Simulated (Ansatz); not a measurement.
# Co (P6_3/mmc): Heisenberg exchange couplings from a Python script

A script is to give the Heisenberg exchange couplings; the system is Co (P6_3/mmc).

All numbers are computed with the Python package of Ansatz 0.2.0. Level of theory: DFT LDA, plane waves, PAW.

**1. The structure**

Symmetry: P6_3/mmc, No. 194, hexagonal system. The conventional cell has a = 2.507 Å, b = 2.507 Å, c = 4.070 Å, α = 90.00°, β = 90.00°, γ = 120.00°. Around Co (site symmetry -6m2) lie 12 Co at 2.50 to 2.51 Å.

Input file POSCAR_co:

```text
Co
1.0
   2.50740000    0.00000000    0.00000000
  -1.25370000    2.17147210    0.00000000
   0.00000000    0.00000000    4.06990000
Co
2
Direct
   0.33333333    0.66666667    0.25000000
   0.66666667    0.33333333    0.75000000
```

**2. The script**

File jij.py:

```python
# -*- coding: utf-8 -*-
"""Heisenberg exchange couplings of Co."""

import ansatz as az
from ase.io import read
import numpy as np

XC = "LDA"
CUTOFF_EV = 470
MESH = (16, 16, 9)
FILLING = "fermi_dirac"
SIGMA = 0.05


def main():
    atoms = read("POSCAR_co", format="vasp")
    atoms.set_initial_magnetic_moments([2.5, -2.5])
    co = az.Crystal.from_ase(atoms)

    job = (
        co.calculation()
        .functional(XC)
        .basis(CUTOFF_EV)
        .kpoints(*MESH)
        .occupations(FILLING, width=SIGMA)
        .spin("collinear")
        .eigenstates(nscf_kmesh=(10, 10, 6))
        .exchange_couplings(magnetic=["Co"])
    )
    couplings = job.run(threads=1, pin="off").exchange_couplings().to_plain()
    for atom in couplings["atoms"]:
        print(atom["site"]["symbol"], atom["role"], "moment", round(atom["moment_mub"], 3), "muB")
    shells = {}
    for pair in couplings["pairs"]:
        key = (pair["site"], pair["partner"], round(float(np.linalg.norm(pair["displacement_ang"])), 2))
        shells.setdefault(key, []).append(1000 * pair["coupling_ev"])
    print("site partner distance (A)  count  mean J (meV)")
    for (i, j, d), values in sorted(shells.items(), key=lambda item: item[0][2])[:8]:
        print(f"{i:4d} {j:7d} {d:12.2f} {len(values):6d} {np.mean(values):13.3f}")
    print("mean-field order:", couplings["mean_field_order"])


if __name__ == "__main__":
    main()
```

**3. What the engine is handed**

The engine receives this input:

```yaml
crystal:
  lattice:
    - [2.5074, 0.0, 0.0]
    - [-1.2537, 2.1714721, 0.0]
    - [0.0, 0.0, 4.0699]
  atoms:
    - { symbol: Co, position: [0.33333333, 0.66666667, 0.25], spin: 2.5 }
    - { symbol: Co, position: [0.66666667, 0.33333333, 0.75], spin: -2.5 }
basis:
  ecutwfc: 470.0
kpoints:
  mp_grid:
    grid: [16, 16, 9]
hamiltonian:
  xc: lda
magnetization:
  spin_polarized: true
scf:
  occupations:
    method: fermi_dirac
    width: 0.05
output:
  eigenstates:
    nscf_kmesh:
      grid: [10, 10, 6]
    exchange_couplings:
      magnetic:
        - { species: Co }
```

**4. Running it**

The run is started by

```console
> python jij.py
```

What it wrote:

```text
RunWarning: the starting moments were not kept: 1 of 2 ended reversed and 1 kept their direction, counting a site from 0.1 μB. The largest reversed, site 1 (counted from 0, in the order of the report's site_moments_mub), started with -2.5 μB and closes at +1.6e0 μB in its sphere. The starting moments cancel, and the net magnetisation is 3.2e0 μB in size, over 0.1 of its absolute magnetisation of [...]
Co magnetic moment 1.63 muB
Co magnetic moment 1.63 muB
site partner distance (A)  count  mean J (meV)
   0       1         2.50      6        19.261
   1       0         2.50      6        19.261
   0       0         2.51      6        18.733
   1       1         2.51      6        18.733
   0       1         3.54      6         1.377
   1       0         3.54      6         1.377
   0       0         4.07      2         4.063
   1       1         4.07      2         4.063
mean-field order: {'temperature_k': 1812.2719772460393, 'q_frac': [0.0, 0.0, 0.0]}
```

(Warnings from the package without file and line, shortened.)

Wall time 2.9 min (1 thread of Arm Neoverse V1, shared host); peak memory 0.68 GiB.

**5. Size and end state of the run**

From the engine's report, whether the script printed it or not:

| item | value |
| --- | --- |
| SCF cycles in all | 16 |
| k-points solved | 150 |
| plane waves | 537 |
| bands | 24 |
| valence electrons | 34 |
| free energy (eV) | -10125.38468 |
| Fermi level (eV) | 17.766 |

**6. Outcome**

| quantity | value |
| --- | --- |
| free energy | -10125.3847 eV (-5062.6923 eV/atom) |
| gap on the mesh | none |
| moment, net / absolute | 3.14 / 3.38 μB per cell |

Filled and empty levels meet on the mesh: no gap at this level. The SCF didn't keep the moments it started from (some shrank, vanished or turned); what is printed is the state reached. The couplings are those of E = -sum over i != j of J_ij e_i.e_j for unit vectors, so J > 0 favours parallel moments. Couplings oscillate with the k-mesh and hold for small turns from this magnetic state; mean-field temperatures overestimate ordering, and where the couplings favour a wavevector other than zero the state started from isn't the stable order. The starting moments were not kept in at least one run, so it stands on a weaker or other magnetic state than the one typed.
